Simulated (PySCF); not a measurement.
# C₃H₆BCl₂−: electronic excitations

Aim: predict the electronic excitations of C₃H₆BCl₂− (`[BH3-]C(Cl)(Cl)C=C`).

Computed with PySCF 2.14.0, with density-fitted response routines of our own, on a single molecule in the gas phase. Atoms are numbered from 0 throughout.

**1. Starting geometry**

12 atoms, charge -1, multiplicity 1; geometry from: GFN2-xTB.

Bonds of the start (Å): B0–C1 1.66, C1–Cl2 1.81, C1–Cl3 1.80, C1–C4 1.49, C4–C5 1.32, B0–H6 1.21, B0–H7 1.21, B0–H8 1.21, C4–H9 1.09, C5–H10 1.08, C5–H11 1.08.

**2. Excited states and response: CAM-B3LYP/def2-SVPD**

What the job is given:

```
{"job": {"kind": "uv", "xc": "CAM-B3LYP", "basis": "def2-SVPD", "nstates": 8, "ntriplets": 3}, "charge": -1, "multiplicity": 1}
B     -1.451694     0.523851     0.280554
C     -0.365867    -0.734050     0.250638
Cl    -0.551089    -1.730610    -1.252515
Cl    -0.685803    -1.873812     1.602572
C      1.083864    -0.408596     0.313335
C      1.619866     0.667082    -0.236327
H     -1.189472     1.172338     1.268974
H     -2.569539     0.074947     0.328606
H     -1.295132     1.176222    -0.724916
H      1.714802    -1.121085     0.838869
H      2.679874     0.865888    -0.177605
H      1.011389     1.387139    -0.753492
```

Method: TDDFT CAM-B3LYP/def2-SVPD, vertical, gas phase, core orbitals frozen in the response.

The run is started by

```console
OMP_NUM_THREADS=1 python probes_run.py task.json out
```

This one command runs all jobs of the session in turn.

Log:

```text
coarse grid: 11312 points
cycle   1  E = -1062.5537564358  dE =  5.403e-01  |g| = 4.862e-01  |ddm| = 5.702e+00
cycle   2  E = -1062.5843938245  dE = -3.064e-02  |g| = 4.422e-01  |ddm| = 2.362e+00
cycle   3  E = -1062.6305260829  dE = -4.613e-02  |g| = 8.934e-02  |ddm| = 1.097e+00
cycle   4  E = -1062.6325463057  dE = -2.020e-03  |g| = 3.248e-02  |ddm| = 3.273e-01
cycle   5  E = -1062.6328506937  dE = -3.044e-04  |g| = 6.298e-03  |ddm| = 8.252e-02
cycle   6  E = -1062.6328609301  dE = -1.024e-05  |g| = 2.286e-03  |ddm| = 1.905e-02
cycle   7  E = -1062.6328626929  dE = -1.763e-06  |g| = 7.113e-04  |ddm| = 7.373e-03
final grid: 100560 points
cycle   8  E = -1062.7574152573  dE = -2.409e-05  |g| = 2.977e-03  |ddm| = 8.823e-02
cycle   9  E = -1062.7574153037  dE = -4.640e-08  |g| = 3.004e-03  |ddm| = 1.274e-02
cycle  10  E = -1062.7574175905  dE = -2.287e-06  |g| = 3.504e-04  |ddm| = 5.727e-03
cycle  11  E = -1062.7574176183  dE = -2.786e-08  |g| = 1.637e-04  |ddm| = 1.418e-03
cycle  12  E = -1062.7574176252  dE = -6.873e-09  |g| = 5.071e-05  |ddm| = 4.674e-04
cycle  13  E = -1062.7574176259  dE = -6.648e-10  |g| = 1.062e-05  |ddm| = 1.078e-04
converged SCF energy = -1062.7574176259

Static polarisability (au): isotropic 94.019, principal 87.172 90.484 104.403

Singlet excitations
state   eV       nm        f      main configurations
  1   5.5641    222.8   0.01676   H->L 0.61, H-2->L 0.17
  2   5.9929    206.9   0.01346   H-1->L 0.80
  3   6.1339    202.1   0.07277   H-2->L 0.59, H->L 0.16
  4   6.2154    199.5   0.03088   H->L+1 0.33, H->L+2 0.13, H->L+5 0.10
  5   6.4019    193.7   0.03625   H-3->L 0.62
  6   6.6072    187.7   0.03599   H-2->L+2 0.28, H-1->L+1 0.18, H-1->L+2 0.17
  7   6.6174    187.4   0.00712   H-1->L+1 0.36, H->L+1 0.12
  8   6.7314    184.2   0.06457   H->L+1 0.32, H->L+2 0.18, H-2->L+1 0.15

Triplet excitations (Tamm-Dancoff, eV): 4.1203 5.2088 5.7194
```

Wall time 42 s (1 thread of Intel Xeon Platinum 8259CL at 2.50GHz, shared host); peak memory 0.77 GiB.

The orbitals next to the gap, with their largest atomic shares:

| orbital | eV | atoms |
| --- | --- | --- |
| HOMO−3 | -5.14 | Cl2 34 %, C4 16 %, C5 13 % |
| HOMO−2 | -4.62 | B0 25 %, H7 16 %, Cl2 13 % |
| HOMO−1 | -4.50 | B0 34 %, H8 19 %, H6 16 % |
| HOMO | -4.42 | B0 29 %, Cl2 17 %, Cl3 14 % |
| LUMO | 4.37 | Cl2 39 %, C5 17 %, C4 16 % |
| LUMO+1 | 4.67 | Cl3 47 %, B0 18 %, C5 8 % |
| LUMO+2 | 4.80 | C5 27 %, Cl3 23 %, H10 21 % |

With each of the 8 states as a Gaussian band of 0.4 eV half-width at 1/e, the curve within the window shown has maxima at 194 nm (ε 7,200) L/(mol cm). Beyond the last state computed it falls off for lack of states. The curve at chosen wavelengths:

nm, ε (L/mol/cm) and a bar:
```
      176       2224 #########
      179       3513 ##############
      182       4814 ####################
      185       5895 ########################
      188       6645 ############################
      191       7075 #############################
      194       7228 ##############################
      196       7183 ##############################
      199       6886 #############################
      202       6314 ##########################
      205       5516 #######################
      208       4594 ###################
      211       3674 ###############
      214       2854 ############
      217       2187 #########
      220       1674 #######
      223       1291 #####
      226       1002 ####
      229        776 ###
      231        651 ##
      234        492 ##
      237        363 #
      240        259 #
      243        179 
      246        120 
      249         78
```

Leading natural transition orbitals of singlet state 3: the hole lies on H7 29 %; Cl2 21 %; C5 10 %; the particle on Cl2 28 %; C1, C4, C5 about 16 % each; H10, H11 about 7 % each.

Leading natural transition orbitals of singlet state 1: the hole lies on Cl2 31 %; C1 24 %; B0 14 %; the particle on Cl2 28 %; C1, C4, C5 about 17 % each; H10, H11 about 6 % each.

Further results of this job:

| property | computed |
| --- | --- |
| polarisability (Å³) | 13.93 |
| HOMO–LUMO gap (eV) | 8.79 |
| −ε(HOMO) (eV) | 4.42 |

Orbitals, density, ELF and potential are computed afterwards from the orbital file.

Frontier orbitals at CAM-B3LYP/def2-SVPD, with the share of their density that lies nearest to each atom:

| orbital | energy (eV) | lies on |
| --- | --- | --- |
| HOMO | -4.42 | H6 19 %; Cl2, Cl3 about 15 % each; B0 15 % |
| LUMO | 4.37 | Cl2 35 %; C4, C5 about 14 % each; C1 10 % |

ELF in a plane through or near 6 of the atoms.

Values, 10 rows by 14 columns:
```
0.00 0.00 0.00 0.00 0.00 0.00 0.00 0.00 0.00 0.00 0.00 0.00 0.00 0.00
0.00 0.00 0.00 0.00 0.00 0.00 0.00 0.00 0.00 0.00 0.00 0.00 0.00 0.00
0.00 0.00 0.00 0.00 0.02 0.12 0.01 0.06 0.31 0.12 0.01 0.00 0.00 0.00
0.00 0.00 0.07 0.26 0.28 0.95 0.40 0.18 0.82 0.49 0.16 0.15 0.01 0.00
0.00 0.00 0.95 1.00 0.76 0.25 0.17 0.12 0.12 0.13 1.00 0.99 0.37 0.00
0.00 0.00 0.34 0.69 0.33 0.72 0.56 0.65 0.94 0.38 0.98 0.97 0.19 0.00
0.00 0.00 0.00 0.01 0.67 0.97 0.61 0.57 0.73 0.23 0.02 0.02 0.00 0.00
0.00 0.00 0.00 0.02 0.88 0.94 0.04 0.68 0.51 0.90 0.58 0.02 0.00 0.00
0.00 0.00 0.00 0.00 0.00 0.00 0.11 0.69 0.80 0.67 0.25 0.00 0.00 0.00
0.00 0.00 0.00 0.00 0.00 0.00 0.00 0.04 0.07 0.03 0.00 0.00 0.00 0.00
```
The map spans 10.7 Å across and 9.4 Å up, centred on the molecule. Atoms in the plane (x, y in Å): B0 (1.4, 0.7), C4 (-1.0, -0.6), C5 (-1.7, 0.5), H7 (2.6, 0.4), H9 (-1.5, -1.5), H10 (-2.8, 0.6).

On the surface of density 0.002 e/bohr³ the electrostatic potential runs, from the 1st to the 99th percentile, from -5.48 to -2.24 V.

**3. Summary of results**

| quantity | value |
| --- | --- |
| lowest singlet (CAM-B3LYP/def2-SVPD) | 5.56 eV (223 nm), f = 0.017 |
| brightest single state of those computed | state 3, 6.13 eV, f = 0.073 |
| lowest triplet | 4.12 eV |

What this shows: The lowest singlet, at 5.56 eV, is HOMO→LUMO 0.61, HOMO−2→LUMO 0.17 and is weak; of the 8 states computed, the strongest absorption comes from state 3 at 6.13 eV (the last state computed is bright too, and its partners may lie past the list). The lowest triplet lies 1.44 eV below the lowest singlet (triplets in Tamm-Dancoff, singlets in full TDDFT). The lowest singlet lies above −ε(HOMO); no detachment energy was computed, so the anion's states may not be bound.
